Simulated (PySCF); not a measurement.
# GdI2: other functionals and bases at one geometry

Aim: see how levels, charges and forces of GdI2 depend on the level of theory. The structure is generated, not taken from experiment.

Method: several levels, as the steps say, no spin–orbit coupling; program: PySCF 2.14.0.

1 further run of the same task is left out (for a known fault of the program).

## Step 1: The starting structure

3 atoms, charge 0, spin multiplicity 1.

Bond lengths: Gd1–I2 3.002 Å, Gd1–I3 3.002 Å. Angles: I2–Gd1–I3 179.7°.

Coordinates:

```
Gd    0.0000    0.0000    0.0581
I     3.0016    0.0000    0.0669
I    -3.0016    0.0000    0.0669
```

Formal oxidation states: Gd +2. Each metal's 8 4f electrons lie in its core potential, so multiplicities, spins and levels count the valence alone. For divalent La, Ce, Gd or Lu the extra electron is normally 5d or 6s, so this core forces an excited configuration. An earlier session relaxed this geometry at PBE0, Gd lcecp-0-SVP with ECP54, I def2-SVP with ECP28 (singlet, point group D∞h).

At PBE0 on the finer grid: E = -625.481570 Eh, frontier levels not given, since the 4f levels lie in the core, Mulliken charge on Gd1 +0.81 e, largest force component 0.002 eV/Å. 

Levels to run: PBE; BP86; PBE0, TZVP. Hardware: 2 threads of Arm Neoverse V2, shared host.

## Step 2: PBE

Input file run.py (the lines that set the calculation):

```python
mol = gto.M(atom='''
Gd     0.00000     0.00000     0.05810
I      3.00164     0.00000     0.06690
I     -3.00164     0.00000     0.06690''',
    basis={'Gd': 'lcecp-0-SVP', 'I': 'def2-SVP'},
    ecp={'Gd': 'lcecp-0-SVP', 'I': 'def2-SVP'},
    charge=0, spin=0)
mf = dft.RKS(mol, xc='PBE')
mf.grids.atom_grid = (75, 302)  # f atoms: unpruned, at least (60, 302)
mf = mf.density_fit()  # fitting sets: Gd AutoAux, I def2-universal-JKFIT
mf.conv_tol = 1e-08; mf.max_cycle = 55
mf.kernel(dm0)  # dm0: the density of the relaxed state
```

Command:

```
$ OMP_NUM_THREADS=2 python run.py
```

Log:

```text
init E= -625.434940393017
cycle= 1 E= -625.435863606789  delta_E= -0.000923  |g|= 0.0427  |ddm|= 0.312
cycle= 2 E= -625.434404705723  delta_E= 0.00146  |g|= 0.0711  |ddm|= 0.241
cycle= 3 E= -625.436666056299  delta_E= -0.00226  |g|= 0.00197  |ddm|= 0.149
cycle= 4 E= -625.436667335505  delta_E= -1.28e-06  |g|= 0.000598  |ddm|= 0.00401
cycle= 5 E= -625.436667448326  delta_E= -1.13e-07  |g|= 0.000174  |ddm|= 0.00121
cycle= 6 E= -625.436667462923  delta_E= -1.46e-08  |g|= 7.12e-06  |ddm|= 0.000428
cycle= 7 E= -625.43666746295  delta_E= -2.61e-11  |g|= 1.03e-06  |ddm|= 1.98e-05
Extra cycle  E= -625.436667462949  delta_E= 6.82e-13  |g|= 1.91e-06  |ddm|= 6.66e-06
converged SCF energy = -625.436667462949
```

It took 3.5 s on 2 threads of Arm Neoverse V2, shared host.

Read off: E = -625.436667 Eh, frontier levels not given, since the 4f levels lie in the core, Mulliken charge on Gd1 +0.69 e, largest force component 0.055 eV/Å. 

## Step 3: BP86

run.py (the lines that set the calculation): that of step 2 with these lines changed.

```diff
@@ -7,3 +7,3 @@
     charge=0, spin=0)
-mf = dft.RKS(mol, xc='PBE')
+mf = dft.RKS(mol, xc='B88,P86')
 mf.grids.atom_grid = (75, 302)  # f atoms: unpruned, at least (60, 302)
```

Command:

```
$ OMP_NUM_THREADS=2 python run.py
```

Log:

```text
init E= -625.777633785674
cycle= 1 E= -625.779073260788  delta_E= -0.00144  |g|= 0.0347  |ddm|= 0.336
cycle= 2 E= -625.778166612821  delta_E= 0.000907  |g|= 0.0562  |ddm|= 0.191
cycle= 3 E= -625.779587204828  delta_E= -0.00142  |g|= 0.00223  |ddm|= 0.119
cycle= 4 E= -625.779588895196  delta_E= -1.69e-06  |g|= 0.000414  |ddm|= 0.00425
cycle= 5 E= -625.779588990817  delta_E= -9.56e-08  |g|= 5.57e-05  |ddm|= 0.00111
cycle= 6 E= -625.779588991851  delta_E= -1.03e-09  |g|= 9.8e-06  |ddm|= 0.000113
Extra cycle  E= -625.779588991822  delta_E= 2.86e-11  |g|= 1.15e-05  |ddm|= 4.61e-05
converged SCF energy = -625.779588991822
```

Run time: 3.3 s. Hardware: 2 threads of Arm Neoverse V2, shared host.

Read off: E = -625.779589 Eh, frontier levels not given, since the 4f levels lie in the core, Mulliken charge on Gd1 +0.70 e, largest force component 0.071 eV/Å. 

## Step 4: PBE0, TZVP

Basis: Gd lcecp-0-TZVP with ECP54, I def2-TZVP with ECP28. 

Input file run.py (the lines that set the calculation):

```python
mol = gto.M(atom='''
Gd     0.00000     0.00000     0.05810
I      3.00164     0.00000     0.06690
I     -3.00164     0.00000     0.06690''',
    basis={'Gd': 'lcecp-0-TZVP', 'I': 'def2-TZVP'},
    ecp={'Gd': 'lcecp-0-TZVP', 'I': 'def2-TZVP'},
    charge=0, spin=0)
mf = dft.RKS(mol, xc='PBE0')
mf.grids.atom_grid = (75, 302)  # f atoms: unpruned, at least (60, 302)
mf = mf.density_fit()  # fitting sets: Gd AutoAux, I def2-universal-JKFIT
mf.conv_tol = 1e-08; mf.max_cycle = 55
mf.kernel(dm0)  # dm0: free metal ions and neutral atoms
```

Command:

```
$ OMP_NUM_THREADS=2 python run.py
```

Log:

```text
init E= -629.713038372282
cycle= 1 E= -622.347705925523  delta_E= 7.37  |g|= 3.36  |ddm|= 5.48
cycle= 2 E= -622.388149678345  delta_E= -0.0404  |g|= 3.84  |ddm|= 8.78
cycle= 3 E= -625.353357044815  delta_E= -2.97  |g|= 0.695  |ddm|= 4.64
cycle= 4 E= -625.491495670831  delta_E= -0.138  |g|= 0.278  |ddm|= 1.44
cycle= 5 E= -625.498113894678  delta_E= -0.00662  |g|= 0.0846  |ddm|= 0.271
cycle= 6 E= -625.500398988193  delta_E= -0.00229  |g|= 0.00988  |ddm|= 0.114
cycle= 7 E= -625.500416225608  delta_E= -1.72e-05  |g|= 0.00117  |ddm|= 0.0119
cycle= 8 E= -625.500416647766  delta_E= -4.22e-07  |g|= 0.000543  |ddm|= 0.00275
cycle= 9 E= -625.500416727206  delta_E= -7.94e-08  |g|= 3.38e-05  |ddm|= 0.000793
cycle= 10 E= -625.500416727454  delta_E= -2.48e-10  |g|= 1.91e-05  |ddm|= 5.8e-05
Extra cycle  E= -625.500416727444  delta_E= 1.05e-11  |g|= 2.28e-05  |ddm|= 2.76e-05
converged SCF energy = -625.500416727444
```

Wall time 9 s (2 threads of Arm Neoverse V2, shared host).

Result: E = -625.500417 Eh, frontier levels not given, since the 4f levels lie in the core, Mulliken charge on Gd1 +1.12 e, largest force component 0.034 eV/Å. 

## Step 5: Results

| level | state | charge on Gd1 (e) | dipole (D) | largest force (eV/Å) | basis functions | time |
| --- | --- | --- | --- | --- | --- | --- |
| PBE0 (relaxed here) | singlet | 0.81 | 0.05 | 0.00 | 83 | 6.5 s |
| PBE | singlet | 0.69 | 0.05 | 0.06 | 83 | 3.5 s |
| BP86 | singlet | 0.70 | 0.05 | 0.07 | 83 | 3.3 s |
| PBE0, TZVP | singlet | 1.12 | 0.05 | 0.03 | 147 | 9 s |

Times are on 2 threads of Arm Neoverse V2, shared host; the first row also made further properties.

The largest leftover force, 0.07 eV/Å with BP86, stands at a geometry relaxed at another level. The Mulliken charge on Gd spans +0.69 to +1.12 e over the levels. With 4f in the core, its levels are missing from HOMO and gap. Total energies of different levels can't be compared. Spin–orbit coupling is left out throughout.
